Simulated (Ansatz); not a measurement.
# C2H7FOSi: the cost of one run

Computed with Ansatz 0.2.0, driven from Python. Level of theory: PBE0/def2-SVP.

**1. Starting point**

Bond lengths: C1–Si2 1.789 Å, Si2–C3 1.835 Å, Si2–O4 1.686 Å, Si2–F5 1.604 Å, C1–H6 1.130 Å, C1–H7 1.072 Å, C1–H8 1.148 Å, C3–H9 1.139 Å, C3–H10 1.132 Å, C3–H11 1.083 Å, O4–H12 0.917 Å. Angles (14 of 19 angles, heavy atoms first): C1–Si2–C3 110.3°, C1–Si2–O4 114.8°, C1–Si2–F5 108.5°, C3–Si2–O4 112.2°, C3–Si2–F5 108.3°, O4–Si2–F5 102.3°, Si2–C1–H6 113.8°, Si2–C1–H7 114.4°, Si2–C1–H8 110.8°, Si2–C3–H9 112.7°, Si2–C3–H10 111.5°, Si2–C3–H11 113.8°, Si2–O4–H12 115.5°, H6–C1–H7 107.1°.

No structure file is read: the coordinates are typed or built in the script.

**2. Script**

Contents of c2h7fosi.py:

```python
"""Geometry optimisation of C2H7FOSi."""

from dataclasses import dataclass
import warnings

import ansatz as az
import numpy as np


@dataclass(frozen=True)
class RunConfig:
    basis_set: str = "def2-SVP"
    functional: str = "pbe0"


cfg = RunConfig()

GEOMETRY = """
C    -1.39230    0.65350   -0.40380
Si    0.32420    0.16110   -0.28890
C     0.59540   -0.86160    1.21080
O     0.94420   -0.56750   -1.67760
F     1.22550    1.48250   -0.16630
H    -1.75230    1.26160    0.47790
H    -2.07880   -0.16100   -0.52590
H    -1.55310    1.37160   -1.28490
H     0.33480   -0.30890    2.17260
H     1.68970   -1.11900    1.34420
H     0.04860   -1.79640    1.20730
H     1.69100   -0.17090   -2.03160
"""


def main() -> None:
    warnings.simplefilter("ignore", az.DeckWarning)

    geometry = az.Crystal.molecule()
    for line in GEOMETRY.strip().splitlines():
        symbol, *xyz = line.split()
        geometry = geometry.atom(symbol, [float(v) for v in xyz])

    base = (
        geometry.calculation()
        .basis(gaussian=cfg.basis_set)
        .functional(cfg.functional)
    )
    symbols = [site.symbol for site in geometry.cartesian_sites]
    start = np.array([site.position_ang for site in geometry.cartesian_sites], dtype=float)
    report = base.relax(force_tolerance=0.02).run(threads=1, pin="off").report
    end = np.array(report["positions_ang"])

    print(f"E = {report['free_energy_ev']:.6f} eV = {report['free_energy_ev'] / 27.211386246:.7f} Ha")
    print("converged:", report["converged"], " doubts:", report["published_state_doubts"] or "none")

    print("final positions (A) and the move of each atom")
    for symbol, xyz, old in zip(symbols, end, start):
        print(f"{symbol:2s} {xyz[0]:10.5f} {xyz[1]:10.5f} {xyz[2]:10.5f}   {np.linalg.norm(xyz - old):7.4f}")

    charges = report["charge_distribution"]
    dipole = np.array(charges["dipole_moment_e_ang"]) * 4.803205
    print("dipole (D): {:.3f} {:.3f} {:.3f}, length {:.3f}".format(*dipole, np.linalg.norm(dipole)))
    print("atom  Mulliken   Lowdin")
    for symbol, m, l in zip(symbols, charges["mulliken_charges_e"], charges["lowdin_charges_e"]):
        print(f"{symbol:4s} {m:9.3f} {l:8.3f}")
    with open("c2h7fosi_opt.xyz", "w") as handle:
        handle.write(f"{len(symbols)}\nrelaxed C2H7FOSi\n")
        handle.writelines(f"{s:2s} {x:11.6f} {y:11.6f} {z:11.6f}\n" for s, (x, y, z) in zip(symbols, end))


if __name__ == "__main__":
    main()
```

**3. The calls as engine input**

The package turns the script's settings into the engine's input:

```yaml
crystal:
  periodic: [false, false, false]
  atoms:
    - { symbol: C, position_ang: [-1.3923, 0.6535, -0.4038] }
    - { symbol: Si, position_ang: [0.3242, 0.1611, -0.2889] }
    - { symbol: C, position_ang: [0.5954, -0.8616, 1.2108] }
    - { symbol: O, position_ang: [0.9442, -0.5675, -1.6776] }
    - { symbol: F, position_ang: [1.2255, 1.4825, -0.1663] }
    - { symbol: H, position_ang: [-1.7523, 1.2616, 0.4779] }
    - { symbol: H, position_ang: [-2.0788, -0.161, -0.5259] }
    - { symbol: H, position_ang: [-1.5531, 1.3716, -1.2849] }
    - { symbol: H, position_ang: [0.3348, -0.3089, 2.1726] }
    - { symbol: H, position_ang: [1.6897, -1.119, 1.3442] }
    - { symbol: H, position_ang: [0.0486, -1.7964, 1.2073] }
    - { symbol: H, position_ang: [1.691, -0.1709, -2.0316] }
basis:
  gaussian:
    orbitals: def2-SVP
hamiltonian:
  xc: pbe0
relax:
  f_tol: 0.02
```

**4. Running it**

The run is started by

```bash
$ python c2h7fosi.py
```

What time and memory should one allow on 1 thread of Arm Neoverse V1, shared host?

About 86 s, with a peak of 0.31 GiB.
